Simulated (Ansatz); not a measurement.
Run this with the Ansatz DFT code, driven from Python and show what comes out.

`transition_hg.py`:
```python
'''Enthalpies of two structures of Hg under pressure.'''

import warnings

import ansatz as az
import numpy as np

SETTINGS = {
    'xc': 'pbesol',
    'cutoff_ev': 500,
    'kspacing': 0.27,
    'occupations': 'fermi_dirac',
    'width_ev': 0.1,
}


def bcc(a_site, a):
    return (
        az.Lattice.bcc(a)
        .space_group(229)
        .atom(a_site, [0, 0, 0])
        .primitive()
    )


def diamond(A, a):
    return (
        az.Lattice.fcc(a)
        .space_group(227, origin_choice=1)
        .atom(A, [0, 0, 0])
        .primitive()
    )


def compute(name, crystal, pressure=0.0):
    calc = (
        crystal.calculation()
        .functional(SETTINGS['xc'])
        .basis(SETTINGS['cutoff_ev'])
        .kpoints(spacing=SETTINGS['kspacing'])
        .occupations(SETTINGS['occupations'], width=SETTINGS['width_ev'])
    )
    calc = calc.relax(force_tolerance=0.03, max_steps=40, cell=True, pressure=pressure)
    return calc.run()


def volume_per_atom(outcome):
    return abs(np.linalg.det(outcome.lattice.cell_ang)) / len(outcome.lattice.sites)


def main() -> None:
    warnings.simplefilter('ignore', az.DeckWarning)

    phases = {}
    phases['bcc'] = bcc('Hg', 3.6)
    phases['diamond'] = diamond('Hg', 6.24)

    # H = E + PV, with 1 eV per cubic angstrom equal to 160.2 GPa
    pressures = [0, 20, 40, 60]
    enthalpy, volume = {name: [] for name in phases}, {name: [] for name in phases}
    for p in pressures:
        for name, crystal in phases.items():
            o = compute(name, crystal, pressure=p)
            volume[name].append(volume_per_atom(o))
            enthalpy[name].append(o.report['energy_sigma0_ev'] / len(o.lattice.sites) + p * volume[name][-1] / 160.21766)
    gap = np.array(enthalpy['diamond']) - np.array(enthalpy['bcc'])
    rows = [(p, va, vb, 1000 * d) for p, va, vb, d in zip(pressures, volume['bcc'], volume['diamond'], gap)]
    print('   P (GPa)  V bcc (A^3/atom)  V diamond (A^3/atom)  H(diamond) - H(bcc) (meV/atom)')
    for row in rows:
        print(f'{row[0]:10d}  {row[1]:16.3f}  {row[2]:20.3f}  {row[3]:+30.1f}')
    crossings = [p0 - g0 * (p1 - p0) / (g1 - g0) for p0, p1, g0, g1 in zip(pressures, pressures[1:], gap, gap[1:]) if g0 * g1 < 0]
    print('crossing near', [round(float(p), 1) for p in crossings], 'GPa') if crossings else print('no crossing in this range')


if __name__ == '__main__':
    main()
```

Output of `python transition_hg.py`:
```text
   P (GPa)  V bcc (A^3/atom)  V diamond (A^3/atom)  H(diamond) - H(bcc) (meV/atom)
         0            23.901                36.347                          +209.2
        20            18.778                25.680                         +1252.3
        40            17.017                22.710                         +2030.6
        60            15.911                20.937                         +2694.1
no crossing in this range
```

At a fixed pressure a relaxation lowers the enthalpy F + PV, while F alone can rise. For the metals among these phases the mesh is modest: differences between phases can be off by up to 40 meV an atom. Spin-orbit coupling, which matters for elements this heavy, is left out. Only these two structures are compared, at zero temperature and with their symmetry kept; either may be hypothetical, and another phase may be lower than both. Differences under about 40 meV an atom lie within the error of mesh and functional. The cells are prototypes set up for this calculation and needn't exist. Wall time of the script: 30 s on 1 thread of Intel(R) Xeon(R) 6975P-C (Granite Rapids), with other jobs on the host, peak memory 0.48 GiB.
